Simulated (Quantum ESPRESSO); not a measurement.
# Ru (P6_3/mmc) in Quantum ESPRESSO: further runs

The runs below take Ru through single point, with PBE, PBEsol, LDA.

Program: Quantum ESPRESSO 7.5. These are calculated values, not measurements. Logs are shortened: lines on timing, memory, paths and dates and some standing lists are left out, and cuts for length are marked.

**1. The structure**

It takes space group P6_3/mmc (No. 194, hexagonal). Conventional cell: a = 2.722 Å, b = 2.722 Å, c = 4.255 Å, α = 90.00°, β = 90.00°, γ = 120.00°. Ru (site symmetry -6m2) is surrounded by 12 Ru at 2.65 to 2.72 Å.

The cell was built by a generator and needn't be a form met in nature.

**2. Single point, PBE**

The input, pw.in:

```
&CONTROL
  calculation = 'scf'
  prefix = 'pwscf'
  outdir = './tmp'
  pseudo_dir = './pseudo'
  tprnfor = .true.
  tstress = .true.
  disk_io = 'nowf'
/
&SYSTEM
  ibrav = 0
  nat = 2
  ntyp = 1
  ecutwfc = 45
  ecutrho = 360
  nbnd = 24
  occupations = 'smearing'
  smearing = 'mp'
  degauss = 0.00734986
/
&ELECTRONS
  conv_thr = 4d-10
  electron_maxstep = 120
  mixing_beta = 0.5
/
ATOMIC_SPECIES
Ru   101.0700 ru_pbe_v1.2.uspp.F.UPF
CELL_PARAMETERS angstrom
   2.7222360000    0.0000000000    0.0000000000
  -1.3611180000    2.3575255311    0.0000000000
   0.0000000000    0.0000000000    4.2553800000
ATOMIC_POSITIONS crystal
Ru     0.3333333333    0.6666666667    0.2500000000
Ru     0.6666666667    0.3333333333    0.7500000000
K_POINTS automatic
18 18 11 0 0 0
```

Potentials or basis: GBRV 1.5 PBE.

Launch:

```
$ OMP_NUM_THREADS=1 pw.x -in pw.in > pw.out
```

pw.out:

```text
This program is part of the open-source Quantum ESPRESSO suite
     for quantum simulation of materials; please cite
[... 9 lines left out ...]
     --------------------
     sticks:   dense  smooth     PW     G-vecs:    dense   smooth      PW
     Sum         649     313    109                21253     7439    1387

     Using Slab Decomposition

     bravais-lattice index     =            0
     lattice parameter (alat)  =       5.1443  a.u.
     unit-cell volume          =     184.2965 (a.u.)^3
     number of atoms/cell      =            2
     number of atomic types    =            1
     number of electrons       =        32.00
     number of Kohn-Sham states=           24
     kinetic-energy cutoff     =      45.0000  Ry
     charge density cutoff     =     360.0000  Ry
     scf convergence threshold =      4.0E-10
     mixing beta               =       0.5000
     number of iterations used =            8  plain     mixing
     Exchange-correlation= SLA  PW   PBE  PBE
                           (   1   4   3   4   0   0   0)

     celldm(1)=   5.144280  celldm(2)=   0.000000  celldm(3)=   0.000000
     celldm(4)=   0.000000  celldm(5)=   0.000000  celldm(6)=   0.000000

     crystal axes: (cart. coord. in units of alat)
               a(1) = (   1.000000   0.000000   0.000000 )
               a(2) = (  -0.500000   0.866025   0.000000 )
               a(3) = (   0.000000   0.000000   1.563193 )

     reciprocal axes: (cart. coord. in units 2 pi/alat)
               b(1) = (  1.000000  0.577350 -0.000000 )
               b(2) = (  0.000000  1.154701  0.000000 )
               b(3) = (  0.000000 -0.000000  0.639716 )

     PseudoPot. # 1 for Ru read from file:
     ru_pbe_v1.2.uspp.F.UPF
     Pseudo is Ultrasoft + core correction, Zval = 16.0
     Generated by new atomic code, or converted to UPF format
     Using radial grid of  967 points,  6 beta functions with:
                l(1) =   0
                l(2) =   0
                l(3) =   1
                l(4) =   1
                l(5) =   2
                l(6) =   2
     Q(r) pseudized with  8 coefficients,  rinner =    1.300   1.300   1.300
                                                       1.300   1.300

     atomic species   valence    mass     pseudopotential
     Ru               16.00   101.07000     Ru( 1.00)

     24 Sym. Ops., with inversion, found (12 have fractional translation)

   Cartesian axes

     site n.     atom                  positions (alat units)
         1        Ru     tau(   1) = (  -0.0000000   0.5773503   0.3907982  )
         2        Ru     tau(   2) = (   0.5000000   0.2886751   1.1723947  )

     number of k points=   222  Methfessel-Paxton smearing, width (Ry)=  0.0073

     Number of k-points >= 100: set verbosity='high' to print them.

     Dense  grid:    21253 G-vectors     FFT dimensions: (  32,  32,  50)

     Smooth grid:     7439 G-vectors     FFT dimensions: (  24,  24,  36)

     Check: negative core charge=   -0.000001

     Initial potential from superposition of free atoms

     starting charge      30.0000, renormalised to      32.0000

     negative rho (up, down):  1.525E-01 0.000E+00
     Starting wfcs are   26 randomized atomic wfcs

     Self-consistent Calculation

     iteration #  1     ecut=    45.00 Ry     beta= 0.50
     Davidson diagonalization with overlap
     ethr =  1.00E-02,  avg # of iterations =  5.0

     negative rho (up, down):  1.488E-01 0.000E+00

     total energy              =    -387.95190148 Ry
     estimated scf accuracy    <       2.44853140 Ry

     iteration #  2     ecut=    45.00 Ry     beta= 0.50
     Davidson diagonalization with overlap
     ethr =  7.65E-03,  avg # of iterations =  2.0

     negative rho (up, down):  1.493E-01 0.000E+00

     total energy              =    -388.51219880 Ry
     estimated scf accuracy    <       0.02417073 Ry

     iteration #  3     ecut=    45.00 Ry     beta= 0.50
     Davidson diagonalization with overlap
     ethr =  7.55E-05,  avg # of iterations =  3.8

     negative rho (up, down):  1.487E-01 0.000E+00

     total energy              =    -388.51736514 Ry
     estimated scf accuracy    <       0.00054163 Ry

     iteration #  4     ecut=    45.00 Ry     beta= 0.50
     Davidson diagonalization with overlap
     ethr =  1.69E-06,  avg # of iterations =  4.8

     negative rho (up, down):  1.485E-01 0.000E+00

     total energy              =    -388.51742796 Ry
     estimated scf accuracy    <       0.00002436 Ry

     iteration #  5     ecut=    45.00 Ry     beta= 0.50
     Davidson diagonalization with overlap
     ethr =  7.61E-08,  avg # of iterations =  2.9

     negative rho (up, down):  1.483E-01 0.000E+00

     total energy              =    -388.51743611 Ry
     estimated scf accuracy    <       0.00000135 Ry

     iteration #  6     ecut=    45.00 Ry     beta= 0.50
     Davidson diagonalization with overlap
     ethr =  4.21E-09,  avg # of iterations =  2.2

     negative rho (up, down):  1.482E-01 0.000E+00

     total energy              =    -388.51743632 Ry
     estimated scf accuracy    <       0.00000004 Ry

     iteration #  7     ecut=    45.00 Ry     beta= 0.50
     Davidson diagonalization with overlap
     ethr =  1.24E-10,  avg # of iterations =  3.3

     negative rho (up, down):  1.482E-01 0.000E+00

     total energy              =    -388.51743634 Ry
     estimated scf accuracy    <          2.0E-09 Ry

     iteration #  8     ecut=    45.00 Ry     beta= 0.50
     Davidson diagonalization with overlap
     ethr =  6.35E-12,  avg # of iterations =  2.2

     negative rho (up, down):  1.482E-01 0.000E+00

     End of self-consistent calculation

     Number of k-points >= 100: set verbosity='high' to print the bands.

     the Fermi energy is    23.5773 ev

!    total energy              =    -388.51743634 Ry
     estimated scf accuracy    <          3.2E-10 Ry
     smearing contrib. (-TS)   =       0.00005116 Ry
     internal energy E=F+TS    =    -388.51748749 Ry

     The total energy is F=E-TS. E is the sum of the following terms:
     one-electron contribution =     -65.99736370 Ry
     hartree contribution      =      56.67017072 Ry
     xc contribution           =     -51.89151156 Ry
     ewald contribution        =    -327.29878295 Ry

     convergence has been achieved in   8 iterations

     negative rho (up, down):  1.482E-01 0.000E+00

     Forces acting on atoms (cartesian axes, Ry/au):

     atom    1 type  1   force =     0.00000000    0.00000000    0.00000000
     atom    2 type  1   force =     0.00000000    0.00000000    0.00000000

     Total force =     0.000000     Total SCF correction =     0.000000

     Computing stress (Cartesian axis) and pressure

     negative rho (up, down):  1.482E-01 0.000E+00
          total   stress  (Ry/bohr**3)                   (kbar)     P=       21.53
   0.00005880  -0.00000000  -0.00000000            8.65       -0.00       -0.00
  -0.00000000   0.00005880   0.00000000           -0.00        8.65        0.00
   0.00000000   0.00000000   0.00032142            0.00        0.00       47.28

=------------------------------------------------------------------------------=
   JOB DONE.
=------------------------------------------------------------------------------=
```

Wall time 68 s (1 thread of Intel Xeon Platinum 8488C (Sapphire Rapids), shared host); peak memory 0.18 GiB.

Results:

```yaml
Free_energy: -5286.0490 eV
Pressure: 2.2 GPa
Band_gap_on_the_k_mesh: none (metal or under the smearing width)
```

Levels at points of the mesh, in eV from the Fermi level:
```
            k point  band 14  band 15  band 16  band 17  band 18  band 19
 (0.00, 0.00, 0.00)    -1.86    -1.86    -1.45    -1.45     1.19     1.19
(0.00, -0.50, 0.00)    -1.82    -1.43     1.36     1.80     1.97     4.02
```

**3. Single point, PBEsol**

This run uses another cell than the first one, of 13.37 Å³/atom, 0.979 times its volume.

Edit pw.in of step 2 so:

```diff
@@ -26,7 +26,7 @@
 ATOMIC_SPECIES
-Ru   101.0700 ru_pbe_v1.2.uspp.F.UPF
+Ru   101.0700 ru_pbesol_v1.2.uspp.F.UPF
 CELL_PARAMETERS angstrom
-   2.7222360000    0.0000000000    0.0000000000
-  -1.3611180000    2.3575255311    0.0000000000
-   0.0000000000    0.0000000000    4.2553800000
+   2.7032940000    0.0000000000    0.0000000000
+  -1.3516470000    2.3411212779    0.0000000000
+   0.0000000000    0.0000000000    4.2257700000
 ATOMIC_POSITIONS crystal
```

Potentials or basis: GBRV 1.5 PBEsol.

Launch:

```
$ OMP_NUM_THREADS=1 pw.x -in pw.in > pw.out
```

pw.out:

```text
This program is part of the open-source Quantum ESPRESSO suite
     for quantum simulation of materials; please cite
[... 9 lines left out ...]
     --------------------
     sticks:   dense  smooth     PW     G-vecs:    dense   smooth      PW
     Sum         649     313    109                20881     7367    1351

     Using Slab Decomposition

     bravais-lattice index     =            0
     lattice parameter (alat)  =       5.1085  a.u.
     unit-cell volume          =     180.4761 (a.u.)^3
     number of atoms/cell      =            2
     number of atomic types    =            1
     number of electrons       =        32.00
     number of Kohn-Sham states=           24
     kinetic-energy cutoff     =      45.0000  Ry
     charge density cutoff     =     360.0000  Ry
     scf convergence threshold =      4.0E-10
     mixing beta               =       0.5000
     number of iterations used =            8  plain     mixing
     Exchange-correlation= SLA  PW   PSX  PSC
                           (   1   4  10   8   0   0   0)

     celldm(1)=   5.108485  celldm(2)=   0.000000  celldm(3)=   0.000000
     celldm(4)=   0.000000  celldm(5)=   0.000000  celldm(6)=   0.000000

     crystal axes: (cart. coord. in units of alat)
               a(1) = (   1.000000   0.000000   0.000000 )
               a(2) = (  -0.500000   0.866025   0.000000 )
               a(3) = (   0.000000   0.000000   1.563193 )

     reciprocal axes: (cart. coord. in units 2 pi/alat)
               b(1) = (  1.000000  0.577350 -0.000000 )
               b(2) = (  0.000000  1.154701  0.000000 )
               b(3) = (  0.000000 -0.000000  0.639716 )

     PseudoPot. # 1 for Ru read from file:
     ru_pbesol_v1.2.uspp.F.UPF
     Pseudo is Ultrasoft + core correction, Zval = 16.0
     Generated by new atomic code, or converted to UPF format
     Using radial grid of  967 points,  6 beta functions with:
                l(1) =   0
                l(2) =   0
                l(3) =   1
                l(4) =   1
                l(5) =   2
                l(6) =   2
     Q(r) pseudized with  8 coefficients,  rinner =    1.300   1.300   1.300
                                                       1.300   1.300

     atomic species   valence    mass     pseudopotential
     Ru               16.00   101.07000     Ru( 1.00)

     24 Sym. Ops., with inversion, found (12 have fractional translation)

   Cartesian axes

     site n.     atom                  positions (alat units)
         1        Ru     tau(   1) = (  -0.0000000   0.5773503   0.3907982  )
         2        Ru     tau(   2) = (   0.5000000   0.2886751   1.1723947  )

     number of k points=   222  Methfessel-Paxton smearing, width (Ry)=  0.0073

     Number of k-points >= 100: set verbosity='high' to print them.

     Dense  grid:    20881 G-vectors     FFT dimensions: (  32,  32,  50)

     Smooth grid:     7367 G-vectors     FFT dimensions: (  24,  24,  36)

     Check: negative core charge=   -0.000001

     Initial potential from superposition of free atoms

     starting charge      30.0000, renormalised to      32.0000

     negative rho (up, down):  1.468E-01 0.000E+00
     Starting wfcs are   26 randomized atomic wfcs

     Self-consistent Calculation

     iteration #  1     ecut=    45.00 Ry     beta= 0.50
     Davidson diagonalization with overlap
     ethr =  1.00E-02,  avg # of iterations =  5.0

     negative rho (up, down):  1.437E-01 0.000E+00

     total energy              =    -387.92350059 Ry
     estimated scf accuracy    <       2.45600417 Ry

     iteration #  2     ecut=    45.00 Ry     beta= 0.50
     Davidson diagonalization with overlap
     ethr =  7.68E-03,  avg # of iterations =  2.0

     negative rho (up, down):  1.442E-01 0.000E+00

     total energy              =    -388.48897976 Ry
     estimated scf accuracy    <       0.02193588 Ry

     iteration #  3     ecut=    45.00 Ry     beta= 0.50
     Davidson diagonalization with overlap
     ethr =  6.85E-05,  avg # of iterations =  4.0

     negative rho (up, down):  1.434E-01 0.000E+00

     total energy              =    -388.49360231 Ry
     estimated scf accuracy    <       0.00053342 Ry

     iteration #  4     ecut=    45.00 Ry     beta= 0.50
     Davidson diagonalization with overlap
     ethr =  1.67E-06,  avg # of iterations =  4.5

     negative rho (up, down):  1.433E-01 0.000E+00

     total energy              =    -388.49366953 Ry
     estimated scf accuracy    <       0.00002848 Ry

     iteration #  5     ecut=    45.00 Ry     beta= 0.50
     Davidson diagonalization with overlap
     ethr =  8.90E-08,  avg # of iterations =  2.6

     negative rho (up, down):  1.430E-01 0.000E+00

     total energy              =    -388.49367846 Ry
     estimated scf accuracy    <       0.00000150 Ry

     iteration #  6     ecut=    45.00 Ry     beta= 0.50
     Davidson diagonalization with overlap
     ethr =  4.70E-09,  avg # of iterations =  2.2

     negative rho (up, down):  1.430E-01 0.000E+00

     total energy              =    -388.49367871 Ry
     estimated scf accuracy    <       0.00000004 Ry

     iteration #  7     ecut=    45.00 Ry     beta= 0.50
     Davidson diagonalization with overlap
     ethr =  1.19E-10,  avg # of iterations =  3.1

     negative rho (up, down):  1.430E-01 0.000E+00

     total energy              =    -388.49367872 Ry
     estimated scf accuracy    <          1.8E-09 Ry

     iteration #  8     ecut=    45.00 Ry     beta= 0.50
     Davidson diagonalization with overlap
     ethr =  5.63E-12,  avg # of iterations =  2.2

     negative rho (up, down):  1.430E-01 0.000E+00

     total energy              =    -388.49367872 Ry
     estimated scf accuracy    <          9.5E-10 Ry

     iteration #  9     ecut=    45.00 Ry     beta= 0.50
     Davidson diagonalization with overlap
     ethr =  2.98E-12,  avg # of iterations =  2.0

     negative rho (up, down):  1.430E-01 0.000E+00

     End of self-consistent calculation

     Number of k-points >= 100: set verbosity='high' to print the bands.

     the Fermi energy is    24.0392 ev

!    total energy              =    -388.49367872 Ry
     estimated scf accuracy    <          4.6E-12 Ry
     smearing contrib. (-TS)   =       0.00004159 Ry
     internal energy E=F+TS    =    -388.49372031 Ry

     The total energy is F=E-TS. E is the sum of the following terms:
     one-electron contribution =     -62.81923572 Ry
     hartree contribution      =      55.49212370 Ry
     xc contribution           =     -51.57444048 Ry
     ewald contribution        =    -329.59216781 Ry

     convergence has been achieved in   9 iterations

     negative rho (up, down):  1.430E-01 0.000E+00

     Forces acting on atoms (cartesian axes, Ry/au):

     atom    1 type  1   force =     0.00000000   -0.00000000    0.00000000
     atom    2 type  1   force =     0.00000000    0.00000000    0.00000000

     Total force =     0.000000     Total SCF correction =     0.000000

     Computing stress (Cartesian axis) and pressure

     negative rho (up, down):  1.430E-01 0.000E+00
          total   stress  (Ry/bohr**3)                   (kbar)     P=      -17.17
  -0.00020850   0.00000000   0.00000000          -30.67        0.00        0.00
   0.00000000  -0.00020850   0.00000000            0.00      -30.67        0.00
   0.00000000   0.00000000   0.00006688            0.00        0.00        9.84

=------------------------------------------------------------------------------=
   JOB DONE.
=------------------------------------------------------------------------------=
```

Wall time 42 s (1 thread of Intel Xeon 6975P-C (Granite Rapids), shared host); peak memory 0.18 GiB.

Results:

```yaml
Free_energy: -5285.7258 eV
Pressure: -1.7 GPa
Band_gap_on_the_k_mesh: none (metal or under the smearing width)
```

Stress tensor (GPa, compression positive):
```
-3.07  0.00  0.00
 0.00 -3.07  0.00
 0.00  0.00  0.98
```

[end of part 1 of 2]
